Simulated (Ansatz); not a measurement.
# CH6FNSn (SMILES [CH3][SnH]([NH2])[F]): HF/STO-3G

Aim: the energy change on altering one bond length of CH6FNSn at HF/STO-3G, from 2 runs. 

The calculation is run with Ansatz 0.2.0.

112 further runs of the same task are left out: 112 set aside as unsound or not needed.

## (1) Starting point

The species is CH6FNSn (10 atoms), meant as a singlet with charge 0. SMILES: `[CH3][SnH]([NH2])[F]`. The coordinates come from a PBE0-D4/def2-TZVP relaxation. This is one conformer, not always the lowest.

Bond lengths: C1–Sn2 2.121 Å, Sn2–N3 2.000 Å, Sn2–F4 1.931 Å, C1–H5 1.090 Å, C1–H6 1.090 Å, C1–H7 1.089 Å, Sn2–H8 1.704 Å, N3–H9 1.008 Å, N3–H10 1.008 Å. Some angles: C1–Sn2–N3 111.9°, C1–Sn2–F4 103.5°, N3–Sn2–F4 105.0°, C1–Sn2–H8 120.3°, N3–Sn2–H8 111.0°, F4–Sn2–H8 103.2°, Sn2–C1–H5 108.9°, Sn2–C1–H6 110.7°, Sn2–C1–H7 109.4°, Sn2–N3–H9 117.9°.

## (2) A single-point energy at HF/STO-3G

molecule.yaml reads:

```yaml
crystal:
  periodic: [false, false, false]
  atoms:
    - {symbol: C, position_ang: [-1.023300, 1.186900, 0.305600]}
    - {symbol: Sn, position_ang: [-0.012600, -0.424100, -0.632800]}
    - {symbol: "N", position_ang: [1.522200, -1.085200, 0.465800]}
    - {symbol: F, position_ang: [-1.308600, -1.855400, -0.593400]}
    - {symbol: H, position_ang: [-1.191500, 0.935400, 1.352900]}
    - {symbol: H, position_ang: [-0.432400, 2.100700, 0.242800]}
    - {symbol: H, position_ang: [-1.985300, 1.342500, -0.181300]}
    - {symbol: H, position_ang: [0.413300, -0.329300, -2.280300]}
    - {symbol: H, position_ang: [1.719700, -0.610700, 1.333200]}
    - {symbol: H, position_ang: [2.381600, -1.312000, -0.009700]}
basis:
  gaussian:
    orbitals: STO-3G
output: {orbitals: {seedname: orbitals}}
hamiltonian:
  xc: hf
accuracy: high
```

Started as:

```
$ ansatz run molecule.yaml --threads 1 --pin off --max-ram 3480MiB --events-out events.jsonl --progress --plain --runs-dir runs
```

Output:

```text
Warning: RAYON_NUM_THREADS=1 ignored (pool sized by the plan → 1); use --threads N
Functional definition: HF
  name "HF"
  exchange = exact_x
  correlation = 0
981 factors; integrals over basis functions are off by at most 4.5e-9 eV
mean field evaluation 1: about -167510.9010 eV, gradient 2.1e1 eV
mean field evaluation 2: about -167511.0244 eV, gradient 2.1e1 eV
mean field evaluation 4: about -167513.3506 eV, gradient 1.5e0 eV
mean field evaluation 8: about -167513.3622 eV, gradient 5.7e-5 eV
mean field -167513.36223429 eV, -6156.0025174750 hartree, gradient 9.4e-9 eV, S^2 0.000000; 0 other end points of the search recorded, 0 dependent functions left out
reference -167513.36223429 eV, -6156.0025174750 hartree; 39, 39 occupied and 9, 9 virtual orbitals, 981 factors
Total energy: -167513.36223429 eV, -6156.0025174750 hartree
```

It took 1.4 s on 1 thread of Arm Neoverse V2, shared host; peak memory 0.12 GiB.

## (3) The distorted shape, same level

input.yaml reads:

```yaml
crystal:
  periodic: [false, false, false]
  atoms:
    - {symbol: C, position_ang: [-1.364011, 1.111062, 1.623564]}
    - {symbol: Sn, position_ang: [-0.353311, -0.499938, 0.685164]}
    - {symbol: N, position_ang: [1.181489, -1.161038, 1.783764]}
    - {symbol: F, position_ang: [-1.649311, -1.931238, 0.724564]}
    - {symbol: H, position_ang: [-1.532211, 0.859562, 2.670864]}
    - {symbol: H, position_ang: [-0.773111, 2.024862, 1.560764]}
    - {symbol: H, position_ang: [-2.326011, 1.266662, 1.136664]}
    - {symbol: H, position_ang: [0.413300, -0.329300, -2.280300]}
    - {symbol: H, position_ang: [1.378989, -0.686538, 2.651164]}
    - {symbol: H, position_ang: [2.040889, -1.387838, 1.308264]}
basis:
  gaussian:
    orbitals: STO-3G
magnetization:
  spin_polarized: false
hamiltonian:
  xc: hf
accuracy: high
output:
  orbitals: {seedname: orbitals}
```

Started as:

```
$ ansatz run input.yaml --threads 1 --pin off --max-ram 3480MiB --events-out events.jsonl --progress --plain --runs-dir runs
```

Output:

```text
Warning: RAYON_NUM_THREADS=1 ignored (pool sized by the plan → 1); use --threads N
Functional definition: HF
  name "HF"
  exchange = exact_x
  correlation = 0
973 factors; integrals over basis functions are off by at most 4.5e-9 eV
mean field evaluation 1: about -167502.3589 eV, gradient 2.4e1 eV
mean field evaluation 2: about -167502.4861 eV, gradient 2.4e1 eV
mean field evaluation 4: about -167506.7830 eV, gradient 2.5e0 eV
mean field evaluation 8: about -167506.8360 eV, gradient 8.0e-4 eV
mean field -167506.83603787 eV, -6155.7626841803 hartree, gradient 2.2e-8 eV, S^2 0.000000; 0 other end points of the search recorded, 0 dependent functions left out
reference -167506.83603787 eV, -6155.7626841803 hartree; 39, 39 occupied and 9, 9 virtual orbitals, 973 factors
Total energy: -167506.83603787 eV, -6155.7626841803 hartree
```

Wall time 1.4 s (1 thread of Arm Neoverse V2, shared host); peak memory 0.12 GiB.

## (4) Outcome

Level: HF/STO-3G.

| quantity | value |
| --- | --- |
| first shape: total energy | -6156.00252 Eh |
| first shape: HOMO energy | -7.73 eV |
| first shape: LUMO energy | 10.26 eV |
| first shape: HOMO–LUMO gap | 17.99 eV |
| distorted shape: total energy | -6155.76268 Eh |
| distorted shape: HOMO energy | -5.10 eV |
| distorted shape: LUMO energy | 3.09 eV |
| distorted shape: HOMO–LUMO gap | 8.19 eV |
| energy change with the Sn2–H8 bond stretched from 1.704 to 3.068 Å | 6.526 eV |

**Reading.** One bond (distorted shape) is far stretched, which a spin-restricted single reference describes badly; a broken-symmetry solution may lie lower. With the Sn2–H8 bond stretched from 1.704 to 3.068 Å the energy rises by 6.53 eV (150 kcal/mol). The first shape isn't relaxed at this level, so the change isn't measured from a minimum. A restricted reference can't describe the breaking bond well at this length. The minimal basis adds a large error of its own. Relativity is left out (first shape) although the molecule holds a heavy atom. Relativity is left out (distorted shape) although the molecule holds a heavy atom.
